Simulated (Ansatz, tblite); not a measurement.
# The cluster B14: rung by rung

How do method and basis change the picture of the cluster B14 (singlet)?

The runs use Ansatz 0.2.0, Gaussian basis; as each input shows.

Plan: GFN1-xTB, GFN2-xTB, PBE-D4/def2-TZVP, r2SCAN-D4/def2-TZVP, PBE-QIDH/def2-TZVP, HF/def2-TZVP, PBE-D4/def2-SVP, PBE0-D4/def2-SVP, HF/STO-3G, HF/6-31G, B3LYP-D4/6-31G, CCSD(T)/def2-SVP.

2 further runs of the same task are left out: 2 set aside as unsound or not needed. Runs told in other sessions of the task aren't counted.

**1. The geometry**

The geometry is that of the singlet, from an earlier relaxation (PBE0-D4/def2-SVP). At that level it is the lowest of the isomers that a small search found.

14 atoms, charge 0, spin multiplicity 1.

Bond lengths: B1–B4 1.574 Å, B1–B9 1.582 Å, B1–B13 1.758 Å, B2–B3 1.743 Å, B2–B7 1.545 Å, B2–B9 1.565 Å, B3–B7 1.752 Å, B3–B9 1.782 Å, B3–B13 1.778 Å, B3–B14 1.815 Å, B4–B10 1.574 Å, B4–B13 1.708 Å, B5–B6 1.817 Å, B5–B8 1.781 Å, B5–B10 1.864 Å, B5–B11 1.744 Å, B5–B12 1.752 Å and more. Angles: B4–B1–B9 175.0°, B4–B1–B13 61.4°, B9–B1–B13 118.2°, B3–B2–B7 64.1°, B3–B2–B9 64.9°, B7–B2–B9 125.8°, B2–B3–B7 52.5°, B2–B3–B9 52.7°, B2–B3–B13 156.8°, B2–B3–B14 102.7° and more.

PBE0-D4/def2-TZVP was run before; its log isn't repeated, and its numbers join the tables.

**2. GFN1-xTB**

Tight binding, by tblite at 300 K electronic temperature and without a spin-polarisation term:

```python
tblite.interface.Calculator('GFN1-xTB', numbers, positions, charge=0, uhf=0).singlepoint()
```

Energy -529.5479 eV, HOMO -9.29 eV, LUMO -8.91 eV; 0.01 s.

**3. GFN2-xTB**

Tight binding, by tblite at 300 K electronic temperature and without a spin-polarisation term:

```python
tblite.interface.Calculator('GFN2-xTB', numbers, positions, charge=0, uhf=0).singlepoint()
```

Energy -453.6904 eV, HOMO -6.14 eV, LUMO -5.87 eV; 0.016 s.

**4. PBE-D4/def2-TZVP**

start.molden holds the orbitals of an earlier run on this state, given as this run's starting guess.

The input, in.yaml:

```yaml
crystal:
  periodic: [false, false, false]
  atoms:
    - {symbol: B, position_ang: [0.948552, -1.906954, -0.423589]}
    - {symbol: B, position_ang: [-1.757940, -2.784485, -0.343586]}
    - {symbol: B, position_ang: [-0.769312, -1.427880, 0.127290]}
    - {symbol: B, position_ang: [2.116071, -0.937548, -0.006765]}
    - {symbol: B, position_ang: [0.540017, 1.528403, -0.125416]}
    - {symbol: B, position_ang: [-1.273638, 1.461173, -0.038273]}
    - {symbol: B, position_ang: [-2.512248, -1.468161, -0.050247]}
    - {symbol: B, position_ang: [1.995906, 2.131365, 0.705169]}
    - {symbol: B, position_ang: [-0.241344, -2.909453, -0.709813]}
    - {symbol: B, position_ang: [2.048914, 0.577136, 0.416726]}
    - {symbol: B, position_ang: [0.884372, 3.172966, 0.342813]}
    - {symbol: B, position_ang: [-0.598632, 2.848142, 0.055991]}
    - {symbol: B, position_ang: [0.554049, -0.246675, -0.000974]}
    - {symbol: B, position_ang: [-1.934765, -0.038039, 0.050655]}
basis:
  gaussian: {orbitals: def2-TZVP, initial_orbitals: start.molden}
hamiltonian: {xc: pbe, dispersion: d4}
scf: {omitted_lower_state_checks: [starts]}
output: {forces: true, orbitals: {seedname: orbitals}}
```

Launch:

```bash
$ ansatz run in.yaml --threads 4 --pin off --events-out ev --progress --plain --max-ram 6963MiB
```

The runs that follow: r2SCAN-D4/def2-TZVP; PBE-QIDH/def2-TZVP; HF/def2-TZVP; PBE-D4/def2-SVP; PBE0-D4/def2-SVP; HF/STO-3G; HF/6-31G; B3LYP-D4/6-31G; CCSD(T)/def2-SVP.

Before running them: what should the planned runs give, taken together? Wanted: gap in def2-TZVP, named functionals and Hartree-Fock, smallest and largest; correlation energy, CCSD(T)/def2-SVP; binding an atom, functionals in def2-TZVP; PBE0 total energy, smallest basis above largest.

As calculated:

```
                                                                  quantity                                value
gap in def2-TZVP, named functionals and Hartree-Fock, smallest and largest       0.19 eV (PBE-D4), 6.14 eV (HF)
                                      correlation energy, CCSD(T)/def2-SVP                            -34.87 eV
                                 binding an atom, functionals in def2-TZVP  4.92 (PBE-QIDH) to 5.15 eV (PBE-D4)
                           PBE0 total energy, smallest basis above largest        9.49 eV (def2-SVP, def2-TZVP)
```

What this shows: Over the named functionals and Hartree-Fock in def2-TZVP the gap runs from 0.19 eV (PBE-D4) to 6.14 eV (HF); exact exchange widens it. Notes on CCSD(T)/def2-SVP: large T1 diagnostic.
